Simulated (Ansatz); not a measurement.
# CH₅AlBClOSi, SMILES [BH2][Al]1[O]C[SiH]1Cl: a geometry optimisation

Computed with Ansatz's Python interface.

At the Python prompt:
```pycon
>>> import itertools
>>> import ansatz as az
>>> from ase.data import atomic_numbers, covalent_radii
>>> import numpy as np
>>> system = (
...     az.Crystal.molecule()
...     .atom("B", [-1.289, -2.5858, 0.2226])
...     .atom("Al", [-0.1813, -0.8378, 0.1519])
...     .atom("O", [1.2207, -0.0685, 1.0323])
...     .atom("C", [1.3932, 1.204, 0.4183])
...     .atom("Si", [-0.0444, 1.1948, -0.8734])
...     .atom("Cl", [-1.6248, 2.4839, -0.3189])
...     .atom("H", [-2.2323, -2.6498, -0.5153])
...     .atom("H", [-1.0415, -3.387, 0.9679])
...     .atom("H", [1.1594, 2.0129, 1.2134])
...     .atom("H", [2.3086, 1.3231, -0.0457])
...     .atom("H", [0.3967, 1.2531, -2.2325])
... )
>>> job = (
...     system.calculation()
...     .basis(gaussian="def2-SVP")
...     .functional("b3lyp", dispersion="d3bj")
... )
>>> symbols = [site.symbol for site in system.cartesian_sites]
>>> start = np.array([site.position_ang for site in system.cartesian_sites], dtype=float)
>>> def progress(event):
...     if event["event"] == "relax_step":
...         row = event["data"]
...         print(f"step {row['step']:3d}  E = {row['lagrangian_ev']:.6f} eV  largest force component {row['allowed_force_max_ev_ang']:.4f} eV/A")
...
>>> report = job.relax(force_tolerance=0.01).session().plan().execute(on_event=progress).report
step   1  E = -30829.156019 eV  largest force component 3.5883 eV/A
step   2  E = -30829.713445 eV  largest force component 0.8337 eV/A
step   3  E = -30829.849042 eV  largest force component 0.2753 eV/A
step   4  E = -30829.852409 eV  largest force component 0.3645 eV/A
step   5  E = -30829.893660 eV  largest force component 0.1039 eV/A
step   6  E = -30829.888360 eV  largest force component 0.5493 eV/A
step   7  E = -30829.899089 eV  largest force component 0.0470 eV/A
step   8  E = -30829.909427 eV  largest force component 0.0502 eV/A
step   9  E = -30829.914880 eV  largest force component 0.1540 eV/A
step  10  E = -30829.918643 eV  largest force component 0.1584 eV/A
step  11  E = -30829.906401 eV  largest force component 0.4873 eV/A
step  12  E = -30829.923165 eV  largest force component 0.1205 eV/A
step  13  E = -30829.928559 eV  largest force component 0.0985 eV/A
step  14  E = -30829.932513 eV  largest force component 0.3053 eV/A
step  15  E = -30829.951033 eV  largest force component 0.0521 eV/A
step  16  E = -30829.961085 eV  largest force component 0.0956 eV/A
step  17  E = -30829.952816 eV  largest force component 0.5074 eV/A
step  18  E = -30829.967135 eV  largest force component 0.0811 eV/A
step  19  E = -30829.970440 eV  largest force component 0.1704 eV/A
step  20  E = -30829.975733 eV  largest force component 0.0193 eV/A
step  21  E = -30829.969411 eV  largest force component 0.4209 eV/A
step  22  E = -30829.976178 eV  largest force component 0.0082 eV/A
step  23  E = -30829.976461 eV  largest force component 0.0969 eV/A
step  24  E = -30829.974036 eV  largest force component 0.1859 eV/A
step  25  E = -30829.977136 eV  largest force component 0.0753 eV/A
step  26  E = -30829.977260 eV  largest force component 0.0795 eV/A
step  27  E = -30829.977738 eV  largest force component 0.0176 eV/A
step  28  E = -30829.977771 eV  largest force component 0.0098 eV/A
>>> end = np.array(report["positions_ang"])
>>> print(f"E = {report['free_energy_ev']:.6f} eV = {report['free_energy_ev'] / 27.211386246:.7f} Ha")
E = -30829.978069 eV = -1132.9807967 Ha
>>> print("converged:", report["converged"], " doubts:", report["published_state_doubts"] or "none")
converged: True  doubts: none
>>> radius = [covalent_radii[atomic_numbers[s]] for s in symbols]
>>> span = lambda where, i, j: np.linalg.norm(where[i] - where[j])
>>> bonded = [(i, j) for i, j in itertools.combinations(range(len(symbols)), 2) if min(span(start, i, j), span(end, i, j)) < 1.2 * (radius[i] + radius[j])]
>>> print("pair        before    after (A)")
pair        before    after (A)
>>> for i, j in bonded:
...     print(f"{symbols[i]}{i}-{symbols[j]}{j}".ljust(10), f"{span(start, i, j):8.4f} {span(end, i, j):8.4f}")
...
B0-Al1       2.0706   2.1231
B0-H6        1.1993   1.2081
B0-H7        1.1219   1.2083
Al1-O2       1.8255   1.7440
Al1-Si4      2.2807   2.4428
O2-C3        1.4234   1.4402
C3-Si4       1.9327   1.9438
C3-H8        1.1581   1.1048
C3-H9        1.0332   1.1058
Si4-Cl5      2.1135   2.1021
Si4-H10      1.4301   1.4942
>>> charges = report["charge_distribution"]
>>> print("dipole moment", round(4.803205 * float(np.linalg.norm(charges["dipole_moment_e_ang"])), 3), "D")
dipole moment 1.916 D
>>> print("Mulliken:", [(s, round(q, 3)) for s, q in zip(symbols, charges["mulliken_charges_e"])])
Mulliken: [('B', -0.167), ('Al', 0.671), ('O', -0.51), ('C', 0.043), ('Si', 0.218), ('Cl', -0.273), ('H', 0.012), ('H', 0.01), ('H', 0.037), ('H', 0.033), ('H', -0.073)]
```

Total energies depend on the basis set; only differences at equal settings carry meaning. The end point is the stationary point reached from this start; no frequency run checks that it is a minimum, and the basis set is modest. b3lyp holds the VWN-RPA fit, as in Gaussian; the form of ORCA and Turbomole is b3lyp5. The whole script took 2.7 min on 1 thread of AMD EPYC 9B14 (Zen 4), with other jobs on the host, peak memory 0.38 GiB.
